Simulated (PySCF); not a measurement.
# BiI2 (Bi(I)2+): the cost of one run

Program: PySCF 2.14.0. Level of theory: several levels, as the steps say, no spin–orbit coupling. These are calculated values, not measurements.

4 further runs of the same task are left out: 2 for a known fault of the program, 1 that didn't finish, 1 set aside as unsound or not needed.

## (1) Starting geometry

3 atoms, charge 1, spin multiplicity 1.

Bond lengths: Bi1–I2 2.747 Å, Bi1–I3 2.747 Å. Angles: I2–Bi1–I3 103.9°.

Geometry (Å):

```xyz
3
charge 1, multiplicity 1
Bi    0.6656    0.8435    0.0000
I    -0.3829   -0.4852    2.1640
I    -0.3829   -0.4852   -2.1640
```

Formal oxidation states: Bi +3. An earlier session relaxed this geometry at TPSS, Bi def2-SVP with ECP60, I def2-SVP with ECP28 (singlet, point group C2v).

At TPSS on the finer grid: E = -809.557350 Eh, HOMO -11.51 eV, LUMO -9.97 eV, Mulliken charge on Bi1 +0.75 e, largest force component 0.016 eV/Å. 

Levels to run: r2SCAN; M06-L; CAM-B3LYP; BLYP; TPSS, TZVP; TPSS, x2c-SVP. Hardware: 2 threads of Arm Neoverse V1, shared host.

## (2) r2SCAN

Contents of run.py (the lines that set the calculation):

```python
mol = gto.M(atom='''
Bi     0.66564     0.84348     0.00000
I     -0.38290    -0.48520     2.16398
I     -0.38290    -0.48520    -2.16398''',
    basis={'Bi': 'def2-SVP', 'I': 'def2-SVP'},
    ecp={'Bi': 'def2-SVP', 'I': 'def2-SVP'},
    charge=1, spin=0)
mf = dft.RKS(mol, xc='R2SCAN')
mf.grids.atom_grid = (75, 302)
mf = mf.density_fit()  # fitting sets: Bi def2-universal-JKFIT, I def2-universal-JKFIT
mf.conv_tol = 1e-08; mf.max_cycle = 55
mf.kernel(dm0)  # dm0: the density of the relaxed state
```

The run is started by

```
$ OMP_NUM_THREADS=2 python run.py
```

**Question.** How long does this run take on 2 threads of Arm Neoverse V1, shared host?

About 3.6 s.
